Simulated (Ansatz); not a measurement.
# AlN: the cost of one run

All numbers are computed with the Python package of Ansatz 0.2.0. The levels of theory stand in the script.

### 1 Starting point

It takes space group F-43m (No. 216, cubic). The conventional cell has a = 4.368 Å, b = 4.368 Å, c = 4.368 Å, α = 90.00°, β = 90.00°, γ = 90.00°. Al (site symmetry -43m) has 4 N at 1.89 Å as nearest neighbours. N (site symmetry -43m) is surrounded by 4 Al at 1.89 Å.

The script holds or builds the structure itself.

### 2 Script

Input file paw_lapw.py:

```python
"""PAW against all-electron LAPW for AlN."""

import ansatz as az
import numpy as np
from tabulate import tabulate


def count_gap(report):
    # lowest empty less highest filled band, counting bands; zero where they overlap
    return max(report.get("gap_by_band_count_ev") or 0.0, 0.0)


def main() -> None:
    crystal = (
        az.Lattice.of((0.0, 2.183994, 2.183994), (2.183994, 0.0, 2.183994), (2.183994, 2.183994, 0.0))
        .atom("Al", (0.0, 0.0, 0.0))
        .atom("N", (0.75, 0.75, 0.75))
    )

    calc = (
        crystal.calculation()
        .functional("pbe")
        .kpoints(8)
        .occupations(az.OccupationsMethod.FIXED)
        .stress()
        .forces()
        .band_table()
    )
    variants = {
        "PAW": calc.pseudopotentials("paw"),
        "LAPW": calc.pseudopotentials("all_electron", lapw=True),
    }
    # totals differ by the cores that each treatment holds, so compare what does not depend on them
    rows = []
    for label, variant in variants.items():
        report = variant.run(threads=1).report
        levels = np.array(report["eigenvalues_ev"][0]) - report["fermi_energy_ev"]
        print(label, "levels at the first k-point near E_F:", np.round(levels[np.abs(levels) < 5], 3))
        rows.append((label, report["n_electrons"], np.trace(report["stress_gpa"]) / 3, count_gap(report)))
    print(tabulate(rows, headers=["treatment", "electrons in bands", "P GPa", "gap by band count eV"], floatfmt=".4f", tablefmt="pipe"))


if __name__ == "__main__":
    main()
```

### 3 The calls as engine input

The package turns the script's settings into the engine's input (first run):

```yaml
crystal:
  lattice:
    - [0.0, 2.183994, 2.183994]
    - [2.183994, 0.0, 2.183994]
    - [2.183994, 2.183994, 0.0]
  atoms:
    - { symbol: Al, position: [0.0, 0.0, 0.0] }
    - { symbol: "N", position: [0.75, 0.75, 0.75] }
kpoints:
  mp_grid:
    grid: [8, 8, 8]
hamiltonian:
  xc: pbe
  pseudopotentials:
    kind: paw
scf:
  occupations:
    method: fixed
output:
  forces: true
  stress: true
  eigenvalues: true
```

### 4 The run

Launch:

```sh
python paw_lapw.py
```

What time and memory should one allow on 1 thread of Arm Neoverse V1, shared host?

About 9.4 s, with a peak of 0.4 GiB.
